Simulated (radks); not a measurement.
# Ti²⁺ in [Ar] 3d1.75 4f0.25: an all-electron calculation

An exercise on one series of results from a longer session: the logs are not shown, and one member is left open.

The numbers are computed with radks (a radial shooting solver on a logarithmic mesh, Libxc functionals) version 1 (non-relativistic Kohn-Sham, LDA (Slater exchange, Perdew-Wang correlation), spin-polarised, spherical densities, point nucleus; open shells are filled with parallel spins first), except any that are marked as measured or tabulated.

## The atom as given

* element: titanium (Z = 22)
* charge: +2
* electrons: 20
* configuration: [Ar] 3d1.75 4f0.25

The first run:

Settings of this run:

```text
Z 22
configuration [Ar] 3d1.75 4f0.25
relativity non-relativistic
functional lda,pw
spin polarised
nucleus point
```

On the command line:

```console
> python run_ks.py task.json out
```

This one command runs every case of the session in turn.

One table of the session follows, with a row left open; its other results are not shown here.

It belongs to the step «Shells». From the orbitals of this run (lengths in bohr):

| level | <r> | outermost maximum (interpolated) | 90 % within | nodes |
| --- | --- | --- | --- | --- |
| 1s down | 0.07031 | 0.0462 | 0.125 | 0 |
| 1s up | 0.07031 | 0.0462 | 0.125 | 0 |
| 2s up | 0.3287 | 0.272 | 0.511 | 1 |
| 2s down | ? | ? | ? | ? |
| 2p up | 0.2914 | 0.220 | 0.479 | 0 |
| 2p down | 0.2912 | 0.220 | 0.479 | 0 |
| 3s up | 1.012 | 0.875 | 1.52 | 2 |
| 3s down | 1.013 | 0.875 | 1.52 | 2 |
| 3p up | 1.079 | 0.901 | 1.66 | 1 |
| 3p down | 1.081 | 0.901 | 1.67 | 1 |
| 3d up | 1.364 | 0.950 | 2.30 | 0 |
| 3d down | 1.385 | 0.954 | 2.35 | 0 |
| 4f up | 6.899 | 6.27 | 9.96 | 0 |
| 4f down | 7.182 | 6.50 | 10.4 | 0 |

Q: Estimate the row for 2s down from the others.

The run gave: <r>: 0.3284; outermost maximum (interpolated): 0.272; 90 % within: 0.510; nodes: 1. In the column «<r>» it lies between 2p up (0.2914) and 2s up (0.3287).
